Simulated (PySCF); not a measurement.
**CH5BClN (SMILES CNBCl) at CCSD(T)/def2-SVP**

Aim: the vertical ionisation energy of CH5BClN at CCSD(T)/def2-SVP, from 2 runs. Input form: a Python script.

The calculation is run with PySCF 2.14.0.

3 further runs of the same task are left out: 3 set aside as unsound or not needed.

## Step 1: The system as given

The species is CH5BClN (9 atoms), meant as a singlet with charge 0. SMILES: `CNBCl`. The coordinates come from a PBE0-D4/def2-TZVP relaxation. This is one conformer, not always the lowest.

Bond lengths: C1–N2 1.445 Å, N2–B3 1.381 Å, B3–Cl4 1.771 Å, C1–H5 1.094 Å, C1–H6 1.094 Å, C1–H7 1.090 Å, N2–H8 1.009 Å, B3–H9 1.192 Å. Some angles: C1–N2–B3 126.0°, N2–B3–Cl4 119.6°, C1–N2–H8 115.0°, B3–N2–H8 119.0°, N2–C1–H5 111.4°, N2–C1–H6 111.4°, N2–C1–H7 109.2°, N2–B3–H9 121.5°, Cl4–B3–H9 118.9°, H5–C1–H6 108.3°.

## Step 2: The energy at CCSD(T)/def2-SVP

calc.py

```python
from pyscf import gto, scf, cc

molecule = gto.M(
    atom=[
    ('C', (0.510100, 0.482100, -0.973400)),
    ('N', (-0.407900, -0.226000, -0.111700)),
    ('B', (-0.261100, -0.415200, 1.248200)),
    ('Cl', (-1.495300, -1.314500, 2.144800)),
    ('H', (0.907000, -0.170400, -1.756500)),
    ('H', (0.027900, 1.338900, -1.452800)),
    ('H', (1.346700, 0.849900, -0.380000)),
    ('H', (-1.220500, -0.605500, -0.573900)),
    ('H', (0.681600, 0.014200, 1.838200)),
],
    basis='def2-svp',
    verbose=3,
    spin=0,
    max_memory=1860,
)

mf = scf.RHF(molecule)
mf.conv_tol = 1e-10
mf.kernel()
if not mf.converged:
    mf = mf.newton().run(mf.mo_coeff, mf.mo_occ)

mycc = cc.CCSD(mf, frozen=8)
mycc.kernel()
e_t = mycc.ccsd_t()
etot = mycc.e_tot + e_t
print('Final energy', etot)
```

Command:

```console
$ OMP_NUM_THREADS=1 python calc.py
```

What it wrote:

```text
converged SCF energy = -579.265196218182
E(CCSD) = -579.8420915784726  E_corr = -0.576895360290711
CCSD(T) correction = -0.0154786769871893
Final energy -579.8575702554598
```

Run time: 22 s. Hardware: 1 thread of Intel Xeon Platinum 8488C (Sapphire Rapids), shared host; peak memory 0.39 GiB.

## Step 3: The doublet cation at the same level

calc.py

```python
from pyscf import gto, scf, cc

molecule = gto.Mole()
molecule.atom = '''
C    0.510100   0.482100  -0.973400
N   -0.407900  -0.226000  -0.111700
B   -0.261100  -0.415200   1.248200
Cl  -1.495300  -1.314500   2.144800
H    0.907000  -0.170400  -1.756500
H    0.027900   1.338900  -1.452800
H    1.346700   0.849900  -0.380000
H   -1.220500  -0.605500  -0.573900
H    0.681600   0.014200   1.838200
'''
molecule.charge = 1
molecule.max_memory = 1860
molecule.basis = 'def2-svp'
molecule.spin = 1
molecule.verbose = 3
molecule.build()

mf = scf.UHF(molecule)
mf.conv_tol = 1e-10
mf.kernel()
if not mf.converged:
    mf = mf.newton().run(mf.mo_coeff, mf.mo_occ)

mycc = cc.CCSD(mf, frozen=8)
mycc.kernel()
e_t = mycc.ccsd_t()
e_final = mycc.e_tot + e_t
print(f'total energy: {e_final:.8f} hartree')
```

Command:

```console
$ OMP_NUM_THREADS=1 python calc.py
```

What it wrote:

```text
converged SCF energy = -578.932322778731  <S^2> = 0.76541267  2S+1 = 2.0153537
E(UCCSD) = -579.4789033447295  E_corr = -0.5465805659981157
UCCSD(T) correction = -0.0160300244592032
total energy: -579.49493337 hartree
```

It took 94 s on 1 thread of Intel Xeon Platinum 8488C (Sapphire Rapids), shared host; peak memory 1.6 GiB.

## Step 4: Results

At CCSD(T)/def2-SVP, 8 core orbitals frozen:

| quantity | value |
| --- | --- |
| singlet CH5BClN: total energy | -579.85757 Eh |
| singlet CH5BClN: dipole moment (Hartree–Fock density) | 2.87 D |
| singlet CH5BClN: HOMO energy (Hartree–Fock orbitals) | -10.93 eV |
| singlet CH5BClN: LUMO energy (Hartree–Fock orbitals) | 4.27 eV |
| singlet CH5BClN: HOMO–LUMO gap (Hartree–Fock orbitals) | 15.19 eV |
| singlet CH5BClN: correlation energy (8 core orbitals frozen) | -592.4 mEh |
| singlet CH5BClN: (T) correction | -15.48 mEh |
| singlet CH5BClN: T1 diagnostic | 0.012 |
| doublet cation: total energy | -579.49493 Eh |
| doublet cation: HOMO energy (Hartree–Fock orbitals) (highest over α and β) | -17.50 eV |
| doublet cation: LUMO energy (Hartree–Fock orbitals) (lowest over α and β) | -7.41 eV |
| doublet cation: correlation energy (8 core orbitals frozen) | -562.6 mEh |
| doublet cation: (T) correction | -16.03 mEh |
| doublet cation: ⟨S²⟩ of the reference determinant | 0.765 |
| doublet cation: T1 diagnostic | 0.035 |
| vertical ionisation energy (to the doublet cation) | 9.868 eV |

**Reading.** The vertical ionisation energy comes to 9.87 eV (228 kcal/mol). The triples (singlet CH5BClN) make up 2.6 % of the correlation energy. Mulliken charges (doublet cation) of the mean-field density run from -0.04 on Cl4 to +0.25 on B3. The triples (doublet cation) make up 2.8 % of the correlation energy.
